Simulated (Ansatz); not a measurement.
# Cl₂GeH₂S: small, medium and large basis sets

The task here is to estimate one member of a computed series from the others.

Program: Ansatz 0.2.0, Gaussian basis. Level of theory: one geometry, several basis sets. These are calculated values, not measurements.

Plan: PBE0-D4/def2-SVP; ωB97M-V/def2-SVP; PBE0-D4/def2-QZVPP; ωB97M-V/def2-QZVPP; the functionals' def2-TZVPP values are taken from earlier runs.

### Structure used throughout

All runs share one geometry, relaxed beforehand with PBE0-D4 in a triple-zeta def2 set.

SMILES `[SH][GeH]([Cl])[Cl]`, 6 atoms, charge 0, spin multiplicity 1.

Atoms are counted from 1 here; the program's logs count them from 0.

Bond lengths: S1–Ge2 2.198 Å, S1–H5 1.345 Å, Ge2–Cl3 2.133 Å, Ge2–Cl4 2.142 Å, Ge2–H6 1.530 Å. Angles: Ge2–S1–H5 92.7°, S1–Ge2–Cl3 105.5°, S1–Ge2–Cl4 110.9°, S1–Ge2–H6 115.1°, Cl3–Ge2–Cl4 108.7°, Cl3–Ge2–H6 109.4°, Cl4–Ge2–H6 107.2°.

Set-up of the first run:

in.yaml

```yaml
crystal:
  periodic: [false, false, false]
  atoms:
    - {symbol: S, position_ang: [0.090795, 1.321215, -1.207299]}
    - {symbol: Ge, position_ang: [0.211185, -0.275355, 0.298102]}
    - {symbol: Cl, position_ang: [2.140892, -1.149695, 0.047351]}
    - {symbol: Cl, position_ang: [-1.274012, -1.776332, -0.061014]}
    - {symbol: H, position_ang: [-1.174308, 1.630405, -0.870881]}
    - {symbol: H, position_ang: [0.047446, 0.185862, 1.747441]}
basis:
  gaussian: {orbitals: def2-SVP}
hamiltonian: {xc: pbe0, dispersion: d4}
output: {orbitals: {seedname: orbitals}}
```

On the command line:

```sh
> ansatz run in.yaml --threads 2 --pin off --events-out ev --progress --plain --max-ram 32768MiB --backend cpu
```

Steps of the session up to this table: PBE0-D4 in def2-SVP; ωB97M-V in def2-SVP; PBE0-D4 in def2-QZVPP; ωB97M-V in def2-QZVPP.

One of the session's tables, all rows but one given; the rest of the session is left out.

It belongs to the step «Functionals by basis». 

```
functional       basis  HOMO (eV)
   PBE0-D4    def2-SVP      -7.99
   PBE0-D4  def2-TZVPP      -8.11
   PBE0-D4  def2-QZVPP      -8.13
   ωB97M-V    def2-SVP          ?
   ωB97M-V  def2-TZVPP     -10.31
   ωB97M-V  def2-QZVPP     -10.34
```

Q: Estimate the row for ωB97M-V, def2-SVP from the others.

As computed: HOMO (eV): -10.14. In the column «HOMO (eV)» it lies between ωB97M-V, def2-TZVPP (-10.31) and PBE0-D4, def2-QZVPP (-8.13).
